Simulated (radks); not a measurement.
# Valence configurations of Yb

One table from this session's results is given with a row withheld; the runs are named, their logs left out.

The numbers are computed with radks (a radial shooting solver on a logarithmic mesh, Libxc functionals) version 1 (scalar-relativistic Kohn-Sham, PBEsol, spin-polarised, spherical densities, finite nucleus; open shells are filled with parallel spins first), except any that are marked as measured or tabulated.

### Starting point

```
element            : ytterbium (Z = 70)
charge             : 0
electrons          : 70
configuration      : [Xe] 4f14 6s2
nuclear rms radius : 5.3108 fm
others tried       : 4f14 5d1 6s1; 4f13 5d1 6s2; 4f12.5 5d1 6s2 6p0.5; 4f13.5 6s2 6p0.5; 4f11 5d1 6s2 6p2; 4f13 6s2 6p1; 4f14 6p2; 4f14 5d2; 4f12 5d2 6s2
```

The outer shells:

Yb
```
[Xe] core
4f [↑↓][↑↓][↑↓][↑↓][↑↓][↑↓][↑↓]
6s [↑↓]
```

The first run:

Input:

```text
Z 70
configuration [Xe] 4f14 6s2
relativity scalar-relativistic
functional pbe_sol,pbe_sol
spin polarised
nucleus finite rms 5.3108 fm
c 137.035999084
```

Steps of the session up to this table: [Xe] 4f14 6s2.

One table of the session follows, with a row left open; its other results are not shown here.

It belongs to the step «[Xe] 4f14 6s2». From the orbitals of this run (lengths in bohr):

| level | <r> | outermost maximum (interpolated) | 90 % within | nodes |
| --- | --- | --- | --- | --- |
| 3d | ? | ? | ? | ? |
| 4s | 0.4880 | 0.455 | 0.701 | 3 |
| 4p | 0.5184 | 0.476 | 0.754 | 2 |
| 4d | 0.5602 | 0.491 | 0.843 | 1 |
| 5s | 1.208 | 1.07 | 1.75 | 4 |
| 5p | 1.451 | 1.23 | 2.15 | 3 |
| 6s | 3.909 | 3.28 | 5.83 | 5 |
| 4f | 0.7914 | 0.483 | 1.39 | 0 |

Q: Estimate the row for 3d from the others.

**Answer.** <r>: 0.1961; outermost maximum (interpolated): 0.160; 90 % within: 0.305; nodes: 0. In the column «<r>» it is the lowest.
